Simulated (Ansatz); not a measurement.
# IrPt3 (Pm-3m) in Ansatz: reference runs, part 2 of 2

Ansatz 0.2.0. Earlier steps stand in the parts before.

## 3. Single point, PBEsol (atoms moved at random, drawn with an rms of 0.05 Å)

input.yaml

```yaml
crystal:
  lattice:
    - [3.951253, 0.0, 0.0]
    - [0.0, 3.951253, 0.0]
    - [0.0, 0.0, 3.951253]
  atoms:
    - { symbol: Pt, position: [0.509265, 0.501075, -0.003551] }
    - { symbol: Pt, position: [0.505212, -0.000324, 0.505225] }
    - { symbol: Pt, position: [-0.006642, 0.514927, 0.486802] }
    - { symbol: Ir, position: [0.0117, -0.002051, 0.006582] }
kpoints:
  mp_grid: { grid: [7, 7, 7] }
scf:
  occupations: { method: fermi_dirac, width: 0.05 }
hamiltonian:
  xc: pbesol
  pseudopotentials: { kind: all_electron, lapw: { basis_error: 0.001 } }
output:
  forces: true
  stress: true
  eigenvalues: true
  populations: true
```

Potentials or basis: all-electron LAPW, scalar-relativistic.

On the command line:

```console
ansatz run input.yaml --threads 2 --pin off --max-ram 8192MiB --backend cpu --events-out ev --progress --plain --runs-dir out
```

Output:

```text
Warning: RAYON_NUM_THREADS=2 ignored (pool sized by the plan → 2); use --threads N
Pt: projections on atomic orbitals take those of the free atom 1s2 2s2 2p6 3s2 3p6 3d10 4s2 4p6 4d10 4f14 5s2 5p6 5d9 6s1, of charge +0.00 (hamiltonian.pseudopotentials.projection_atoms)
Ir: projections on atomic orbitals take those of the free atom 1s2 2s2 2p6 3s2 3p6 3d10 4s2 4p6 4d10 4f14 5s2 5p6 5d7 6s2, of charge +0.00 (hamiltonian.pseudopotentials.projection_atoms)
LAPW: plane waves up to 8.712 Å⁻¹, error target 1.0e-3 eV per atom; small_component_spin mean_spin; Ir in spheres of 1.345 Å, 41 of its electrons in bands, Dirac shells []; Pt in spheres of 1.347 Å, 42 of its electrons in bands, Dirac shells [] (how accurate: hamiltonian.pseudopotentials.lapw.basis_error, Limitations)
Engine: ansatz 0.2.0, x86_64-unknown-linux-gnu
Pseudopotentials: kind: all_electron
Pseudopotential: Pt, LAPW, valence charge 42, lapw/all_electron/scalar/gaussian/Pt, Koelling and Harmon's equation, gaussian nucleus
Pseudopotential: Ir, LAPW, valence charge 41, lapw/all_electron/scalar/gaussian/Ir, Koelling and Harmon's equation, gaussian nucleus
Functional definition: PBEsol
  exchange = pbesol_x
  correlation = pbesol_c
Crystal: 4 atoms, lattice volume = 61.689 Å³
Basis set: ecut = 289.20335433457944 eV, 739 PW (Γ), exchange–correlation at level 2
Bands: 101, of which v1, the nominal top of the filled ones, is band 84 counted from 1 (83 counted from 0)
Symmetry: 1 space group operations
Space group: P1 (ITA 1), of the structure as read, at distance tolerance 4.0e-5 Å
k-points: 172 of 343 (time reversal used)
Non-local potential: Pt, projectors of the file, none
Non-local potential: Ir, projectors of the file, none
Initial density: superposition of atomic densities (chi_scale 0.1, normalization cell, long waves kept (reshape's long-wave potential 0.00 eV rms))
[... 22 lines left out ...]
SCF converged after 15 iterations
Free energy (F): -1987343.722873 eV
Harris-Foulkes:  -1987343.722873 eV  (|F-HF|=1.28e-8)
Internal energy: -1987343.655901 eV  (E = F + TS)
E sigma→0 (E₀):  -1987343.689387 eV
Entropy (-TS):   -0.066972 eV (-16.743 meV/atom)
Fermi energy:    28.127755 eV
--- Per-component energies (eV) ---
  E_band       = -13023.452926
  E_kinetic    = 2254641.599274
  E_xc         = -37995.779382
  E_electrostatic = -4203989.475792  (all electrons and nuclei)
  E_smearing   = -0.066972  (= −TS)
  E_closure    = -0.000000  (closes the sum)
  E_atoms      = -1987313.082505  (free atoms, spherical and without spin; not in F)
  Σ components = -1987343.722873   (vs F -1987343.722873, Δ=0.00e0)
  Basis errors (estimates in eV, not in F): energy 2.5e-4 per atom: plane waves 2.2e-4 (1.1e-4 summed), levels above the bands 3.1e-158, relativity 6.8e-8, radial functions 3.5e-5, core shells 5.3e-7; eigenvalues (radial functions only) 5.0e-6; not estimated: angular momenta, meshes, grids; target (lapw.basis_error) 1.0e-3; muffin-tin radii Ir 1.345 Å, Pt 1.347 Å
--- Forces (eV/Å), atoms counted from 1 ---
  atom   1  Pt    -0.33644258    -0.10418762    -0.02321199
  atom   2  Pt    -0.16919622     0.40211436    -0.16851377
  atom   3  Pt     0.66871429    -0.68723378     0.60237021
  atom   4  Ir    -0.16307328     0.38930623    -0.41064278
  max |Σ_I F_I| component: 2.20e-6 eV/Å
--- Stress (GPa, compression-positive) ---
      -10.952068      -0.166826       0.135760
       -0.166826     -10.740601      -0.396430
        0.135760      -0.396430     -10.671409
  P = ⅓ Tr σ = -10.7880 GPa (-107.880 kbar)
--- Band table (eV; the first three rows and the last of 172) ---
  k-point 0: bands = ["-275.1632", "-275.1442", "-275.1429", "-275.1346", "-275.1337", "-275.1177", "-275.1163", "-275.1161", "-275.1153", "-275.1093", "-275.1075", "-275.0924", "-275.0911", "-275.0884", "-275.0871", "-256.5890", "-256.5879", "-256.5847", "-256.5455", "-256.5429", "-70.5422", "-70.5119", "-70.5023", "-64.0419", "-39.1068", "-39.0935", "-39.0903", "-39.0892", "-39.0874", "-39.0737", "-39.0730", "-39.0722", "-39.0719", "-39.0672", "-39.0607", "-39.0598", "-39.0577", "-39.0495", "-39.0481", "-39.0434", "-39.0422", "-39.0414", "-39.0406", "-39.0398", "-39.0395", "-28.4834", "-28.4557", "-28.4523", "-28.4503", "-28.4292", "-28.4274", "-28.4263", "-24.8578", "-24.8514", "-24.8480", "-24.6761", "-24.6743", "-24.6647", "-24.5548", "-24.5516", "-24.5475", "-20.8736", "-20.8625", "-20.8615", "17.9707", "21.0916", "21.1946", "21.2040", "21.6137", "21.6286", "21.6337", "24.4197", "24.4236", "24.4785", "26.5522", "26.5637", "27.9291", "28.3868", "28.4232", "28.4301", "28.4584", "28.4680", "29.0809", "29.1194", "29.1234", "29.8145", "29.8640", "29.8885", "36.7419", "36.7509", "37.0693", "39.1580", "39.2082", "39.2191", "39.4547", "39.4582", "39.5154", "42.5560", "47.3429", "47.3603", "47.3797"]
  k-point 1: bands = ["-275.1632", "-275.1442", "-275.1429", "-275.1346", "-275.1337", "-275.1177", "-275.1163", "-275.1161", "-275.1153", "-275.1093", "-275.1075", "-275.0924", "-275.0911", "-275.0884", "-275.0871", "-256.5890", "-256.5879", "-256.5847", "-256.5455", "-256.5429", "-70.5413", "-70.5119", "-70.5033", "-64.0420", "-39.1068", "-39.0935", "-39.0903", "-39.0892", "-39.0875", "-39.0737", "-39.0730", "-39.0722", "-39.0719", "-39.0672", "-39.0607", "-39.0598", "-39.0577", "-39.0495", "-39.0481", "-39.0434", "-39.0422", "-39.0414", "-39.0406", "-39.0398", "-39.0395", "-28.4834", "-28.4557", "-28.4523", "-28.4503", "-28.4292", "-28.4274", "-28.4263", "-24.8492", "-24.8416", "-24.8361", "-24.6792", "-24.6756", "-24.6646", "-24.5666", "-24.5580", "-24.5556", "-20.8754", "-20.8641", "-20.8624", "18.2415", "21.2327", "21.3417", "21.4020", "21.7299", "21.7962", "21.8024", "24.2633", "24.5547", "24.5952", "26.3512", "26.6072", "27.2548", "27.2797", "27.7015", "28.1262", "28.3396", "28.3709", "28.4728", "28.5183", "28.7467", "29.1189", "31.3779", "31.3922", "36.1373", "36.4967", "38.4689", "39.0821", "39.0955", "39.6416", "39.6804", "39.9613", "40.0033", "42.9903", "46.6639", "47.3782", "47.4152"]
  k-point 2: bands = ["-275.1632", "-275.1442", "-275.1429", "-275.1346", "-275.1337", "-275.1177", "-275.1163", "-275.1161", "-275.1153", "-275.1093", "-275.1075", "-275.0924", "-275.0911", "-275.0884", "-275.0871", "-256.5890", "-256.5879", "-256.5847", "-256.5455", "-256.5429", "-70.5388", "-70.5120", "-70.5055", "-64.0420", "-39.1068", "-39.0935", "-39.0903", "-39.0891", "-39.0876", "-39.0737", "-39.0730", "-39.0721", "-39.0719", "-39.0673", "-39.0607", "-39.0598", "-39.0577", "-39.0495", "-39.0481", "-39.0434", "-39.0421", "-39.0414", "-39.0406", "-39.0398", "-39.0395", "-28.4834", "-28.4556", "-28.4523", "-28.4503", "-28.4292", "-28.4274", "-28.4263", "-24.8284", "-24.8200", "-24.7981", "-24.6876", "-24.6807", "-24.6654", "-24.6053", "-24.5716", "-24.5703", "-20.8798", "-20.8674", "-20.8644", "19.0166", "21.4152", "21.8223", "21.9407", "22.0483", "22.3002", "22.3100", "23.7978", "24.9227", "24.9617", "25.6275", "25.7160", "25.8948", "26.4744", "26.7804", "27.0381", "27.5032", "27.6144", "27.6811", "28.0698", "28.4331", "29.1180", "33.3874", "33.4035", "35.3180", "35.8076", "38.3725", "38.3817", "39.8350", "40.0726", "41.6029", "41.6220", "41.8285", "44.1924", "45.7775", "46.8158", "47.2309"]
  k-point 171: bands = ["-275.1632", "-275.1442", "-275.1429", "-275.1346", "-275.1337", "-275.1177", "-275.1163", "-275.1161", "-275.1153", "-275.1093", "-275.1075", "-275.0924", "-275.0911", "-275.0884", "-275.0871", "-256.5890", "-256.5879", "-256.5847", "-256.5455", "-256.5429", "-70.5329", "-70.5192", "-70.5042", "-64.0420", "-39.1068", "-39.0935", "-39.0903", "-39.0892", "-39.0875", "-39.0736", "-39.0730", "-39.0720", "-39.0719", "-39.0675", "-39.0607", "-39.0598", "-39.0576", "-39.0495", "-39.0481", "-39.0434", "-39.0421", "-39.0414", "-39.0406", "-39.0398", "-39.0395", "-28.4834", "-28.4556", "-28.4522", "-28.4502", "-28.4292", "-28.4274", "-28.4263", "-24.8266", "-24.7722", "-24.7628", "-24.7329", "-24.7025", "-24.6504", "-24.6320", "-24.5838", "-24.5683", "-20.8774", "-20.8727", "-20.8690", "20.4806", "21.4457", "22.5349", "22.6684", "22.8058", "22.9900", "23.1989", "23.4072", "24.0336", "24.2028", "24.6134", "24.8065", "25.3655", "25.9790", "26.1135", "26.3299", "26.8112", "27.4247", "27.6470", "27.9288", "28.1048", "28.5241", "33.4984", "33.6579", "34.6376", "34.7220", "39.4287", "39.6769", "40.5916", "41.5530", "41.6636", "42.1717", "44.4218", "44.6455", "45.2457", "46.6655", "47.4262"]
--- Löwdin populations: 4 sites ---
  site symbol       q [e]
     0     Pt     77.8413
     1     Pt     77.8410
     2     Pt     77.8372
     3     Ir     76.8476
  spilling = 0.002035 (of n_electrons = 311.000000)
```

populations.tsv:

```text
# site	symbol	l	j	q
# orbitals = lowdin
# n_electrons = 311.000000
# spilling = 0.002035
# projection_atom_Pt: 1s2 2s2 2p6 3s2 3p6 3d10 4s2 4p6 4d10 4f14 5s2 5p6 5d9 6s1
# projection_atom_Ir: 1s2 2s2 2p6 3s2 3p6 3d10 4s2 4p6 4d10 4f14 5s2 5p6 5d7 6s2
0	Pt	0_1S	-	2.000000
0	Pt	0_2S	-	1.999993
0	Pt	0_3S	-	1.999909
0	Pt	0_4S	-	1.999085
0	Pt	0_5S	-	1.986384
0	Pt	0_6S	-	0.987144
0	Pt	1_2P	-	6.000000
0	Pt	1_3P	-	5.999999
0	Pt	1_4P	-	5.999982
0	Pt	1_5P	-	5.998124
0	Pt	2_3D	-	10.000000
0	Pt	2_4D	-	9.999990
0	Pt	2_5D	-	8.870676
0	Pt	3_4F	-	13.999986
1	Pt	0_1S	-	2.000000
1	Pt	0_2S	-	1.999993
1	Pt	0_3S	-	1.999909
1	Pt	0_4S	-	1.999085
1	Pt	0_5S	-	1.986378
1	Pt	0_6S	-	0.987190
1	Pt	1_2P	-	6.000000
1	Pt	1_3P	-	5.999999
1	Pt	1_4P	-	5.999982
1	Pt	1_5P	-	5.998120
1	Pt	2_3D	-	10.000000
1	Pt	2_4D	-	9.999990
1	Pt	2_5D	-	8.870372
1	Pt	3_4F	-	13.999986
2	Pt	0_1S	-	2.000000
2	Pt	0_2S	-	1.999992
2	Pt	0_3S	-	1.999909
2	Pt	0_4S	-	1.999077
2	Pt	0_5S	-	1.986272
2	Pt	0_6S	-	0.987494
2	Pt	1_2P	-	6.000000
2	Pt	1_3P	-	5.999999
2	Pt	1_4P	-	5.999981
2	Pt	1_5P	-	5.998064
2	Pt	2_3D	-	10.000000
2	Pt	2_4D	-	9.999990
2	Pt	2_5D	-	8.866394
2	Pt	3_4F	-	13.999986
3	Ir	0_1S	-	2.000000
3	Ir	0_2S	-	1.999992
3	Ir	0_3S	-	1.999906
3	Ir	0_4S	-	1.999045
3	Ir	0_5S	-	1.986099
3	Ir	0_6S	-	0.958314
3	Ir	1_2P	-	6.000000
3	Ir	1_3P	-	5.999999
3	Ir	1_4P	-	5.999980
3	Ir	1_5P	-	5.997996
3	Ir	2_3D	-	10.000000
3	Ir	2_4D	-	9.999989
3	Ir	2_5D	-	7.906275
3	Ir	3_4F	-	13.999979
```

Wall time 6.7 min (2 threads of AMD EPYC 7R13 (Zen 3), shared host); peak memory 2.3 GiB.

Results:

```
Free energy            : -1987343.7229 eV
Pressure               : -10.8 GPa
Largest force          : 1.132 eV/Å
Band gap on the k mesh : none (metal or under the smearing width)
```

Forces in eV/Å, atoms in the order of the input:
```
Pt  -0.336 -0.104 -0.023
Pt  -0.169  0.402 -0.169
Pt   0.669 -0.687  0.602
Ir  -0.163  0.389 -0.411
```

Stress tensor (GPa, compression positive):
```
-10.95  -0.17   0.14
 -0.17 -10.74  -0.40
  0.14  -0.40 -10.67
```

Spin-orbit coupling is left out, which matters for the levels of Ir, Pt.
